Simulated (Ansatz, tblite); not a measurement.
# Ge(CF3)2H2 (C₂H₂F₆Ge): a ladder of methods and basis sets, part 2 of 2

Aim: run the singlet of Ge(CF3)2H2 (C₂H₂F₆Ge) at one geometry on many levels, and compare frontier levels, spin and run time.

Ansatz 0.2.0, Gaussian basis; as each input shows.

**15. CCSD(T)/def2-SVP**

in.yaml

```yaml
crystal:
  periodic: [false, false, false]
  atoms:
    - {symbol: Ge, position_ang: [-0.715657, 0.010806, -0.507762]}
    - {symbol: C, position_ang: [-0.661336, -0.017766, 1.482494]}
    - {symbol: F, position_ang: [-1.896525, 0.114311, 2.003804]}
    - {symbol: F, position_ang: [0.092551, 0.985305, 1.966295]}
    - {symbol: F, position_ang: [-0.147959, -1.171060, 1.945856]}
    - {symbol: C, position_ang: [1.180841, 0.008998, -1.113768]}
    - {symbol: F, position_ang: [1.844786, -1.063263, -0.646101]}
    - {symbol: F, position_ang: [1.833495, 1.106141, -0.691686]}
    - {symbol: F, position_ang: [1.260921, -0.018379, -2.458238]}
    - {symbol: H, position_ang: [-1.386367, 1.301025, -0.972588]}
    - {symbol: H, position_ang: [-1.404750, -1.256116, -1.008296]}
basis:
  gaussian: {orbitals: def2-SVP, initial_orbitals: start.molden}
correlation: {method: ccsd_t}
scf: {omitted_lower_state_checks: [starts]}
output: {orbitals: {seedname: orbitals}}
```

Started as:

```
$ ansatz run in.yaml --threads 4 --pin off --events-out ev --progress --plain --max-ram 4787MiB
```

The program printed:

```text
Functional definition: HF
  name "HF"
  cite "Fock, Z. Phys. 61, 126 (1930) doi:10.1007/BF01340294"
  parent pbe
  exchange = exact_x
  correlation = 0
these checks for a lower state are left out or cut short: starts
1493 factors; integrals over basis functions are off by at most 1.3e-3 eV
mean field evaluation 1: about -74776.9935 eV, gradient 3.4e1 eV
mean field evaluation 2: about -74778.8977 eV, gradient 1.7e0 eV
mean field evaluation 4: about -74779.1169 eV, gradient 7.3e-1 eV
mean field evaluation 8: about -74779.1178 eV, gradient 6.3e-5 eV
mean field -74779.11784796 eV, -2748.0818938059 hartree, gradient 1.6e-6 eV, S^2 0.000000; 0 other end points of the search recorded, 0 dependent functions left out
17 core orbitals not correlated: weight in the atoms' cores, before any rotation towards them, 1.000 or more for the frozen orbitals, at most 0.000 for the correlated occupied ones
reference -74779.11784796 eV, -2748.0818938059 hartree; 33, 33 occupied and 104, 104 virtual orbitals, 1493 factors
second order -43.16222404 eV of doubles, -0.00000000 eV of singles
cycle   1  -42.62845612 eV  change    5.3e-1 eV  update   1.5e-1
cycle   2  -43.61257230 eV  change   -9.8e-1 eV  update   4.1e-2
cycle   3  -43.83368290 eV  change   -2.2e-1 eV  update   2.1e-2
cycle   4  -43.81472913 eV  change    1.9e-2 eV  update   4.3e-3
cycle   5  -43.81065354 eV  change    4.1e-3 eV  update   2.0e-3
cycle   6  -43.81162671 eV  change   -9.7e-4 eV  update   5.2e-4
cycle   7  -43.81133873 eV  change    2.9e-4 eV  update   1.8e-4
cycle   8  -43.81113975 eV  change    2.0e-4 eV  update   5.5e-5
cycle   9  -43.81114698 eV  change   -7.2e-6 eV  update   1.8e-5
perturbative correction -0.95562724 eV, -0.0351186534 hartree
Total energy: -74823.88462218 eV, -2749.7270424145 hartree
Checks for a lower state left out: starts
```

It took 66 s on 4 threads of Arm Neoverse V2, shared host; peak memory 1.7 GiB.

From the report: Hartree-Fock HOMO -13.67 eV, LUMO 3.24 eV; T1 0.012.

**16. MP2/def2-TZVP**

Edit in.yaml of step 15 so:

```diff
@@ -15,4 +15,4 @@
 basis:
-  gaussian: {orbitals: def2-SVP, initial_orbitals: start.molden}
-correlation: {method: ccsd_t}
+  gaussian: {orbitals: def2-TZVP, initial_orbitals: start.molden}
+correlation: {method: mp2}
 scf: {omitted_lower_state_checks: [starts]}
```

Launched as before.

The program printed:

```text
Functional definition: HF
  name "HF"
  cite "Fock, Z. Phys. 61, 126 (1930) doi:10.1007/BF01340294"
  parent pbe
  exchange = exact_x
  correlation = 0
these checks for a lower state are left out or cut short: starts
2093 factors; integrals over basis functions are off by at most 9.6e-4 eV
mean field evaluation 1: about -74806.8510 eV, gradient 4.6e1 eV
mean field evaluation 2: about -74808.7533 eV, gradient 2.1e0 eV
mean field evaluation 4: about -74809.1824 eV, gradient 1.9e0 eV
mean field evaluation 8: about -74809.1868 eV, gradient 2.3e-4 eV
mean field -74809.18683867 eV, -2749.1869088332 hartree, gradient 3.5e-6 eV, S^2 0.000000; 0 other end points of the search recorded, 0 dependent functions left out
17 core orbitals not correlated: weight in the atoms' cores, before any rotation towards them, 1.000 or more for the frozen orbitals, at most 0.000 for the correlated occupied ones
reference -74809.18683867 eV, -2749.1869088332 hartree; 33, 33 occupied and 258, 258 virtual orbitals, 2093 factors
second order -55.77729544 eV of doubles, -0.00000000 eV of singles
Total energy: -74864.96413412 eV, -2751.2366866336 hartree
Checks for a lower state left out: starts
```

It took 7.5 s on 4 threads of Arm Neoverse V2, shared host; peak memory 1.1 GiB.

From the report: Hartree-Fock HOMO -13.54 eV, LUMO 3.17 eV.

**17. RPA/def2-TZVP**

Edit in.yaml of step 16 so:

```diff
@@ -16,4 +16,4 @@
   gaussian: {orbitals: def2-TZVP, initial_orbitals: start.molden}
-correlation: {method: mp2}
+hamiltonian: {xc: pbe}
+correlation: {method: rpa}
 scf: {omitted_lower_state_checks: [starts]}
-output: {orbitals: {seedname: orbitals}}
```

The command is unchanged.

The program printed:

```text
Functional definition: PBE
  name "PBE"
  cite "Perdew, Burke & Ernzerhof, Phys. Rev. Lett. 77, 3865 (1996) doi:10.1103/PhysRevLett.77.3865"
  parent pbe
  parameter kappa = 0.804
  parameter beta = 0.06672455060314922
  exchange = pbe_x(kappa = kappa, mu = beta*pi^2/3)
  correlation = pbe_c(beta = beta)
these checks for a lower state are left out or cut short: starts
2093 factors; integrals over basis functions are off by at most 9.6e-4 eV
mean field evaluation 1: about -74907.5346 eV, gradient 1.7e1 eV
mean field evaluation 2: about -74907.8152 eV, gradient 2.9e-1 eV
mean field evaluation 4: about -74907.8024 eV, gradient 6.0e-4 eV
mean field -74907.80236347 eV, -2752.8109625255 hartree, gradient 4.0e-6 eV, S^2 0.000000; 0 other end points of the search recorded, 0 dependent functions left out
17 core orbitals not correlated: weight in the atoms' cores, before any rotation towards them, 1.000 or more for the frozen orbitals, at most 0.000 for the correlated occupied ones
reference -74805.38552269 eV, -2749.0472130473 hartree; 33, 33 occupied and 258, 258 virtual orbitals, 2093 factors
Total energy: -74889.16535336 eV, -2752.1260650366 hartree
Checks for a lower state left out: starts
```

It took 10 s on 4 threads of Arm Neoverse V2, shared host; peak memory 1 GiB.

**18. Levels side by side**

```
              level  functions  HOMO (eV)  LUMO (eV)  gap (eV)    time
          HF/STO-3G         60      -9.18      10.47     19.65  0.25 s
    PBE-D4/def2-SVP        154      -7.76      -0.52      7.24   1.4 s
   PBE-D4/def2-TZVP        308      -8.03      -0.75      7.28   2.9 s
  PBE-D4/def2-TZVPD        386      -8.11      -0.99      7.12   5.5 s
r2SCAN-D4/def2-TZVP        308      -8.40      -0.50      7.90   6.5 s
   B97M-V/def2-TZVP        308      -8.51      -0.60      7.91    13 s
  B97M-V/def2-TZVPD        386      -8.57      -0.84      7.72    19 s
 B3LYP-D4/def2-TZVP        308      -9.42      -0.22      9.19   5.5 s
   PBE0-D4/def2-SVP        154      -9.49       0.20      9.70   2.1 s
  PBE0-D4/def2-TZVP        308      -9.61       0.06      9.67     6 s
 PBE0-D4/def2-TZVPD        386      -9.66      -0.23      9.43    11 s
 BHLYP-D4/def2-TZVP        308     -11.19       0.83     12.03     6 s
```

The pieces so far (eV):

```
    basis           HF  MP2 correlation  CCSD correlation      (T)              total
 def2-SVP  -74779.1178         -43.1622          -43.8111  -0.9556        -74823.8846
def2-TZVP  -74809.1868         -55.7773                             -74864.9641 (MP2)
```

The correlation energy is far from converged in these sets, so it jumps between bases; where outer-core shells are correlated, the sets cover them unevenly.

**19. Binding energy**

Free atoms were run apart at each level; binding is atoms less cluster, divided by the number of atoms, without zero-point or spin-orbit terms.

Differences are taken before rounding.

```
             method  binding an atom (eV)  from CCSD(T)/def2-SVP (eV)    time
          HF/STO-3G                 2.729                      -0.859  0.25 s
        HF/def2-SVP                 2.549                      -1.038        
       HF/def2-TZVP                 2.500                      -1.088        
    PBE-D4/def2-SVP                 4.110                      +0.522   1.4 s
   PBE-D4/def2-TZVP                 3.990                      +0.402   2.9 s
  PBE-D4/def2-TZVPD                 3.981                      +0.393   5.5 s
r2SCAN-D4/def2-TZVP                 3.845                      +0.257   6.5 s
   B97M-V/def2-TZVP                 3.810                      +0.222    13 s
  B97M-V/def2-TZVPD                 3.804                      +0.216    19 s
 B3LYP-D4/def2-TZVP                 3.762                      +0.174   5.5 s
   PBE0-D4/def2-SVP                 3.904                      +0.317   2.1 s
  PBE0-D4/def2-TZVP                 3.814                      +0.227     6 s
 PBE0-D4/def2-TZVPD                 3.811                      +0.223    11 s
 BHLYP-D4/def2-TZVP                 3.541                      -0.046     6 s
       MP2/def2-SVP                 3.747                      +0.160        
      MP2/def2-TZVP                 3.857                      +0.269   7.5 s
      CCSD/def2-SVP                 3.530                      -0.057        
   CCSD(T)/def2-SVP                 3.588                           0    66 s
```

Among the levels timed on like hardware and quicker than the yardstick, those that no quicker one beats, quickest first: HF/STO-3G (0.25 s, -0.859 eV); PBE-D4/def2-SVP (1.4 s, +0.522 eV); PBE0-D4/def2-SVP (2.1 s, +0.317 eV); B3LYP-D4/def2-TZVP (5.5 s, +0.174 eV); BHLYP-D4/def2-TZVP (6 s, -0.046 eV).

**20. Outcome**

This closing draws on all 2 parts.

| quantity | value |
| --- | --- |
| gap in def2-TZVP, named functionals, smallest and largest | 7.28 eV (PBE-D4), 12.03 eV (BHLYP-D4) |
| correlation energy, CCSD(T)/def2-SVP | -44.77 eV |
| correlation energy, MP2/def2-TZVP | -55.78 eV |
| binding an atom, CCSD(T)/def2-SVP | 3.588 eV |
| PBE0 total energy, smallest basis above largest | 29.43 eV (def2-SVP, def2-TZVPD) |

**Reading.** Orbital gaps of the named functionals in def2-TZVP span 7.28 eV (PBE-D4) to 12.03 eV (BHLYP-D4); exact exchange widens it. A small miss in a minimal or small basis is a cancelling of errors, not accuracy. The functionals in def2-TZVP miss CCSD(T)/def2-SVP by -0.046 (BHLYP-D4) to +0.402 eV (PBE-D4) an atom. The yardstick is in a double-zeta basis, so levels in larger sets aren't compared like for like. CCSD(T)/def2-SVP isn't at the basis-set limit; small misses against it rank nothing.

BHLYP-D4/def2-TZVP reaches 0.046 eV from the reference in 6 s, where CCSD(T)/def2-SVP took 66 s; the quickest level in the cost chart, HF/STO-3G, takes 0.25 s and misses by 0.859 eV. The slowest run with a step of its own, CCSD(T)/def2-SVP, took 66 s; the quickest functional in def2-TZVP took 2.9 s (shared host).
